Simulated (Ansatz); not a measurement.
# C₃H₁₀BN: basis-set convergence

An exercise on one series of results from a longer session: the logs are not shown, and one member is left open.

Program: Ansatz 0.2.0, Gaussian basis. Level of theory: one geometry, several basis sets. These are calculated values, not measurements.

The runs, in order: PBE0-D4/def2-SVP; ωB97M-V/def2-SVP; PBE0-D4/def2-QZVPP; ωB97M-V/def2-QZVPP; the functionals' def2-TZVPP values are taken from earlier runs.

## Structure used throughout

All runs share one geometry, relaxed beforehand with PBE0-D4 in a triple-zeta def2 set.

SMILES `CNB(C)C`, 15 atoms, charge 0, spin multiplicity 1.

Atoms are counted from 1 here; the program's logs count them from 0.

Bond lengths: C1–N2 1.442 Å, C1–H6 1.095 Å, C1–H7 1.095 Å, C1–H8 1.089 Å, N2–B3 1.399 Å, N2–H9 1.008 Å, B3–C4 1.578 Å, B3–C5 1.581 Å, C4–H10 1.091 Å, C4–H11 1.095 Å, C4–H12 1.096 Å, C5–H13 1.094 Å, C5–H14 1.096 Å, C5–H15 1.095 Å. Angles: N2–C1–H6 111.6°, N2–C1–H7 111.7°, N2–C1–H8 110.0°, H6–C1–H7 107.9°, H6–C1–H8 107.8°, H7–C1–H8 107.8°, C1–N2–B3 129.7°, C1–N2–H9 113.2°, B3–N2–H9 117.1°, N2–B3–C4 122.7°, N2–B3–C5 118.0°, C4–B3–C5 119.3°, B3–C4–H10 116.2°, B3–C4–H11 110.0°, B3–C4–H12 109.7°, H10–C4–H11 107.5°, H10–C4–H12 107.4°, H11–C4–H12 105.5° and more.

The first run:

File in.yaml:

```yaml
crystal:
  periodic: [false, false, false]
  atoms:
    - {symbol: C, position_ang: [-1.262125, -1.005236, 1.389285]}
    - {symbol: N, position_ang: [-0.635176, 0.173022, 0.843955]}
    - {symbol: B, position_ang: [0.242431, 0.299666, -0.238463]}
    - {symbol: C, position_ang: [0.720457, -0.934338, -1.098843]}
    - {symbol: C, position_ang: [0.764749, 1.745897, -0.605289]}
    - {symbol: H, position_ang: [-0.996579, -1.152671, 2.441324]}
    - {symbol: H, position_ang: [-2.353907, -0.950061, 1.322848]}
    - {symbol: H, position_ang: [-0.940273, -1.887382, 0.838739]}
    - {symbol: H, position_ang: [-0.887498, 1.018727, 1.331884]}
    - {symbol: H, position_ang: [0.365211, -1.913976, -0.774262]}
    - {symbol: H, position_ang: [1.814821, -0.972360, -1.124980]}
    - {symbol: H, position_ang: [0.407687, -0.801591, -2.140740]}
    - {symbol: H, position_ang: [0.376520, 2.539568, 0.040178]}
    - {symbol: H, position_ang: [0.503431, 2.002708, -1.637772]}
    - {symbol: H, position_ang: [1.858449, 1.787325, -0.558266]}
basis:
  gaussian: {orbitals: def2-SVP}
hamiltonian: {xc: pbe0, dispersion: d4}
output: {orbitals: {seedname: orbitals}}
```

The run is started by

```console
$ ansatz run in.yaml --threads 4 --pin off --events-out ev --progress --plain --max-ram 10444MiB
```

Among the steps run: PBE0-D4 in def2-SVP; ωB97M-V in def2-SVP; PBE0-D4 in def2-QZVPP; ωB97M-V in def2-QZVPP.

One of the session's tables, all rows but one given; the rest of the session is left out.

It belongs to the step «Functionals by basis». 

```
functional       basis  HOMO (eV)  LUMO (eV)
   PBE0-D4    def2-SVP      -7.27       1.44
   PBE0-D4  def2-TZVPP      -7.36       0.89
   PBE0-D4  def2-QZVPP      -7.38       0.50
   ωB97M-V    def2-SVP      -9.61       3.35
   ωB97M-V  def2-TZVPP          ?          ?
   ωB97M-V  def2-QZVPP      -9.72       1.49
```

Estimate the missing values for ωB97M-V, def2-TZVPP.

The run gave: HOMO (eV): -9.71; LUMO (eV): 2.12. In the column «HOMO (eV)» it lies between ωB97M-V, def2-QZVPP (-9.72) and ωB97M-V, def2-SVP (-9.61).
